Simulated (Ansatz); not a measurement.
# C2H3AlOS: how energies converge with the basis set

The task here is to estimate one member of a computed series from the others.

Computed with Ansatz 0.2.0, Gaussian basis. Level: one geometry, several basis sets.

Levels to be run: PBE0-D4/def2-SVP; ωB97M-V/def2-SVP; PBE0-D4/def2-QZVPP; ωB97M-V/def2-QZVPP; the functionals' def2-TZVPP values are taken from earlier runs.

**The geometry**

An earlier PBE0-D4 in a triple-zeta def2 set relaxation fixed the geometry.

8 atoms, charge 0, spin multiplicity 1.

Atoms are counted from 1 here; the program's logs count them from 0.

Bond lengths: C1–Al2 1.933 Å, C1–H6 1.094 Å, C1–H7 1.092 Å, C1–H8 1.094 Å, Al2–S3 2.039 Å, Al2–C4 2.079 Å, C4–O5 1.128 Å. Angles: Al2–C1–H6 111.0°, Al2–C1–H7 110.9°, Al2–C1–H8 111.0°, H6–C1–H7 108.1°, H6–C1–H8 107.6°, H7–C1–H8 108.1°, C1–Al2–S3 159.3°, C1–Al2–C4 114.9°, S3–Al2–C4 85.8°, Al2–C4–O5 165.9°.

Set-up of the first run:

in.yaml

```yaml
crystal:
  periodic: [false, false, false]
  atoms:
    - {symbol: C, position_ang: [-1.310774, -0.376143, 0.463379]}
    - {symbol: Al, position_ang: [0.613997, -0.341385, 0.291941]}
    - {symbol: S, position_ang: [2.569033, -0.810897, 0.633331]}
    - {symbol: C, position_ang: [1.341283, 0.994785, -1.124349]}
    - {symbol: O, position_ang: [1.980744, 1.622233, -1.810209]}
    - {symbol: H, position_ang: [-1.783397, -0.661090, -0.480677]}
    - {symbol: H, position_ang: [-1.621173, -1.092371, 1.227432]}
    - {symbol: H, position_ang: [-1.697512, 0.607667, 0.743253]}
basis:
  gaussian: {orbitals: def2-SVP}
hamiltonian: {xc: pbe0, dispersion: d4}
output: {orbitals: {seedname: orbitals}}
```

Started as:

```bash
ansatz run in.yaml --threads 2 --pin off --events-out ev --progress --plain --max-ram 4352MiB
```

Among the steps run: PBE0-D4 in def2-SVP; ωB97M-V in def2-SVP; PBE0-D4 in def2-QZVPP; ωB97M-V in def2-QZVPP.

One table of the session follows, with a row left open; its other results are not shown here.

It belongs to the step «Functionals by basis». 

| functional | basis | HOMO (eV) | LUMO (eV) |
| --- | --- | --- | --- |
| PBE0-D4 | def2-SVP | -6.40 | -2.36 |
| PBE0-D4 | def2-TZVPP | -6.51 | -2.50 |
| PBE0-D4 | def2-QZVPP | -6.53 | -2.54 |
| ωB97M-V | def2-SVP | ? | ? |
| ωB97M-V | def2-TZVPP | -8.45 | -0.48 |
| ωB97M-V | def2-QZVPP | -8.48 | -0.55 |

Q: Estimate the row for ωB97M-V, def2-SVP from the others.

The run gave: HOMO (eV): -8.28; LUMO (eV): -0.26. In the column «HOMO (eV)» it lies between ωB97M-V, def2-TZVPP (-8.45) and PBE0-D4, def2-QZVPP (-6.53).
